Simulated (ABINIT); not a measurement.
# Al3Cl (Pm-3m) in ABINIT: a series of runs, part 2 of 3

ABINIT 10.8.3 (patched build). Earlier steps stand in the parts before.

## Step 3: Single point, PBEsol

Input file run.abi:

```
# Pseudopotentials
pp_dirpath "./"
pseudos "Al.upf, Cl.upf"

# Structure
acell 3*1.0
rprim
     7.5666137118     0.0000000000     0.0000000000
     0.0000000000     7.5666137118     0.0000000000
     0.0000000000     0.0000000000     7.5666137118
ntypat 2
znucl 13 17
natom 4
typat 1 1 1 2
xred
     0.0000000000     0.5000000000     0.5000000000
     0.5000000000     0.0000000000     0.5000000000
     0.5000000000     0.5000000000     0.0000000000
     0.0000000000     0.0000000000     0.0000000000

# Plane-wave basis
ecut 25.0

# k points
kptopt 1
ngkpt 5 5 5
nshiftk 1
shiftk 0.0 0.0 0.0

# Exchange and correlation
ixc -116133

# Bands and occupations
nband 12
occopt 3
tsmear 0.00183747

# SCF cycle
nstep 100
tolvrs 1.0e-10

# Output
iomode 3
prtwf 0
prtden 0
prteig 0
prtebands 0
```

Potentials or basis: PseudoDojo NC SR PBEsol v0.4.1 standard.

Launch:

```bash
abinit run.abi > log 2>&1
```

run.abo:

```text
.Version 10.8.3 of ABINIT
 Symmetries : space group Pm -3 m (#221); Bravais cP (primitive cubic)
================================================================================
 Values of the parameters that define the memory need of the present run
     intxc =       0    ionmov =       0      iscf =       7    lmnmax =       6
     lnmax =       6     mgfft =      36  mpssoang =       3    mqgrid =    3001
     natom =       4  nloc_mem =       1    nspden =       1   nspinor =       1
    nsppol =       1      nsym =      48    n1xccc =    2501    ntypat =       2
    occopt =       3   xclevel =       2
       mpw =        2606          nfft =       46656          nkpt =          10
================================================================================
================================================================================

--------------------------------------------------------------------------------
------------- Echo of variables that govern the present computation ------------
--------------------------------------------------------------------------------
 -outvars: echo values of preprocessed input variables --------
            acell      1.0000000000E+00  1.0000000000E+00  1.0000000000E+00 Bohr
              amu      2.69815390E+01  3.54527000E+01
             ecut      2.50000000E+01 Hartree
              ixc     -116133
         kptrlatt        5    0    0      0    5    0      0    0    5
          kptrlen      3.78330686E+01
            natom           4
            nband          12
            ngfft          36      36      36
             nkpt          10
            nstep         100
             nsym          48
           ntypat           2
           occopt           3
           prtden           0
        prtebands           0
           prteig           0
            prtwf           0
            rprim      7.5666137118E+00  0.0000000000E+00  0.0000000000E+00
                       0.0000000000E+00  7.5666137118E+00  0.0000000000E+00
                       0.0000000000E+00  0.0000000000E+00  7.5666137118E+00
          spgroup         221
           tolvrs      1.00000000E-10
           tsmear      1.83747000E-03 Hartree
            typat      1  1  1  2
           xangst      0.0000000000E+00  2.0020397686E+00  2.0020397686E+00
                       2.0020397686E+00  0.0000000000E+00  2.0020397686E+00
                       2.0020397686E+00  2.0020397686E+00  0.0000000000E+00
                       0.0000000000E+00  0.0000000000E+00  0.0000000000E+00
            xcart      0.0000000000E+00  3.7833068559E+00  3.7833068559E+00
                       3.7833068559E+00  0.0000000000E+00  3.7833068559E+00
                       3.7833068559E+00  3.7833068559E+00  0.0000000000E+00
                       0.0000000000E+00  0.0000000000E+00  0.0000000000E+00
             xred      0.0000000000E+00  5.0000000000E-01  5.0000000000E-01
                       5.0000000000E-01  0.0000000000E+00  5.0000000000E-01
                       5.0000000000E-01  5.0000000000E-01  0.0000000000E+00
                       0.0000000000E+00  0.0000000000E+00  0.0000000000E+00
            znucl       13.00000   17.00000

================================================================================

 chkinp: Checking input parameters for consistency.

================================================================================
== DATASET  1 ==================================================================

--- !DatasetInfo
iteration_state: {dtset: 1, }
dimensions: {natom: 4, nkpt: 10, mband: 12, nsppol: 1, nspinor: 1, nspden: 1, mpw: 2606, }
cutoff_energies: {ecut:  25.0, pawecutdg:  -1.0, }
electrons: {nelect:   1.60000000E+01, charge:   0.00000000E+00, occopt:   3.00000000E+00, tsmear:   1.83747000E-03, }
meta: {optdriver: 0, ionmov: 0, optcell: 0, iscf: 7, paral_kgb: 0, }
...

[... 80 lines left out ...]
 ------------------------------------------------
 Atom  Sphere_radius  Integrated_density
    1        2.00000          0.92682933
    2        2.00000          0.92682933
    3        2.00000          0.92682933
    4        2.00000          5.10984782
================================================================================

 ----iterations are completed or convergence reached----

 Mean square residual over all n,k,spin=   91.637E-08; max=  59.901E-06
 reduced coordinates (array xred) for    4 atoms
       0.000000000000      0.500000000000      0.500000000000
       0.500000000000      0.000000000000      0.500000000000
       0.500000000000      0.500000000000      0.000000000000
       0.000000000000      0.000000000000      0.000000000000
 rms dE/dt=  0.0000E+00; max dE/dt=  0.0000E+00; dE/dt below (all hartree)
    1       0.000000000000      0.000000000000      0.000000000000
    2       0.000000000000      0.000000000000      0.000000000000
    3       0.000000000000      0.000000000000      0.000000000000
    4       0.000000000000      0.000000000000      0.000000000000

 cartesian coordinates (angstrom) at end:
    1      0.00000000000000     2.00203976863715     2.00203976863715
    2      2.00203976863715     0.00000000000000     2.00203976863715
    3      2.00203976863715     2.00203976863715     0.00000000000000
    4      0.00000000000000     0.00000000000000     0.00000000000000

 cartesian forces (hartree/bohr) at end:
    1     -0.00000000000000    -0.00000000000000    -0.00000000000000
    2     -0.00000000000000    -0.00000000000000    -0.00000000000000
    3     -0.00000000000000    -0.00000000000000    -0.00000000000000
    4     -0.00000000000000    -0.00000000000000    -0.00000000000000
 frms,max,avg= 0.0000000E+00 0.0000000E+00   0.000E+00  0.000E+00  0.000E+00 h/b

 cartesian forces (eV/Angstrom) at end:
    1     -0.00000000000000    -0.00000000000000    -0.00000000000000
    2     -0.00000000000000    -0.00000000000000    -0.00000000000000
    3     -0.00000000000000    -0.00000000000000    -0.00000000000000
    4     -0.00000000000000    -0.00000000000000    -0.00000000000000
 frms,max,avg= 0.0000000E+00 0.0000000E+00   0.000E+00  0.000E+00  0.000E+00 e/A
 length scales=  1.000000000000  1.000000000000  1.000000000000 bohr
              =  0.529177210544  0.529177210544  0.529177210544 angstroms
 Fermi (or HOMO) energy (hartree) =   0.29820   Average Vxc (hartree)=  -0.38003
 Eigenvalues (hartree) for nkpt=  10  k points:
 kpt#   1, nband= 12, wtk=  0.00800, kpt=  0.0000  0.0000  0.0000 (reduced coord)
  -0.36406   -0.00787    0.05654    0.05654    0.05654    0.23788    0.23788    0.32448
   0.32448    0.32448    0.44172    0.48167
      occupation numbers for kpt#   1
   2.00000    2.00000    2.00000    2.00000    2.00000    2.00000    2.00000    0.00000
   0.00000    0.00000    0.00000    0.00000
 prteigrs : prtvol=0 or 1, do not print more k-points.

--- !EnergyTerms
iteration_state     : {dtset: 1, }
comment             : Components of total free energy in Hartree
kinetic             :  8.29529657202070E+00
hartree             :  2.98625973574017E+00
xc                  : -7.73545098618059E+00
Ewald energy        : -2.11778013471681E+01
psp_core            :  4.06650774506185E-01
local_psp           : -9.63353295157260E+00
non_local_psp       :  3.59560638283255E+00
internal            : -2.32629718198217E+01
'-kT*entropy'       : -8.56328350192373E-04
total_energy        : -2.32638281481719E+01
total_energy_eV     : -6.33041013300031E+02
band_energy         :  9.75464232877491E-01
...

 Cartesian components of stress tensor (hartree/bohr^3)
  sigma(1 1)= -4.65822704E-04  sigma(3 2)=  0.00000000E+00
  sigma(2 2)= -4.65822704E-04  sigma(3 1)=  0.00000000E+00
  sigma(3 3)= -4.65822704E-04  sigma(2 1)=  0.00000000E+00

-Cartesian components of stress tensor (GPa)         [Pressure=  1.3705E+01 GPa]
- sigma(1 1)= -1.37049771E+01  sigma(3 2)=  0.00000000E+00
- sigma(2 2)= -1.37049771E+01  sigma(3 1)=  0.00000000E+00
- sigma(3 3)= -1.37049771E+01  sigma(2 1)=  0.00000000E+00

== END DATASET(S) ==============================================================
================================================================================

 -outvars: echo values of variables after computation  --------
            acell      1.0000000000E+00  1.0000000000E+00  1.0000000000E+00 Bohr
           etotal     -2.3263828148E+01
            fcart     -0.0000000000E+00 -0.0000000000E+00 -0.0000000000E+00
                      -0.0000000000E+00 -0.0000000000E+00 -0.0000000000E+00
                      -0.0000000000E+00 -0.0000000000E+00 -0.0000000000E+00
                      -0.0000000000E+00 -0.0000000000E+00 -0.0000000000E+00
            rprim      7.5666137118E+00  0.0000000000E+00  0.0000000000E+00
                       0.0000000000E+00  7.5666137118E+00  0.0000000000E+00
                       0.0000000000E+00  0.0000000000E+00  7.5666137118E+00
           strten     -4.6582270368E-04 -4.6582270368E-04 -4.6582270368E-04
                       0.0000000000E+00  0.0000000000E+00  0.0000000000E+00
           xangst      0.0000000000E+00  2.0020397686E+00  2.0020397686E+00
                       2.0020397686E+00  0.0000000000E+00  2.0020397686E+00
                       2.0020397686E+00  2.0020397686E+00  0.0000000000E+00
                       0.0000000000E+00  0.0000000000E+00  0.0000000000E+00
             xred      0.0000000000E+00  5.0000000000E-01  5.0000000000E-01
                       5.0000000000E-01  0.0000000000E+00  5.0000000000E-01
                       5.0000000000E-01  5.0000000000E-01  0.0000000000E+00
                       0.0000000000E+00  0.0000000000E+00  0.0000000000E+00
 Calculation completed.
```

It took 7.4 s on 1 thread of Arm Neoverse V2, shared host; peak memory 0.07 GiB.

Results:

| Property | Result |
| --- | --- |
| Free energy | -633.0410 eV |
| Pressure | 13.7 GPa |
| Band gap on the k mesh | none (metal or under the smearing width) |
| Valence electrons inside the program's atomic spheres | Al 0.93; Cl 5.11 |

Caveat: the cutoff is short for stress, so the pressure is rough.

(Continued in part 3 of 3.)
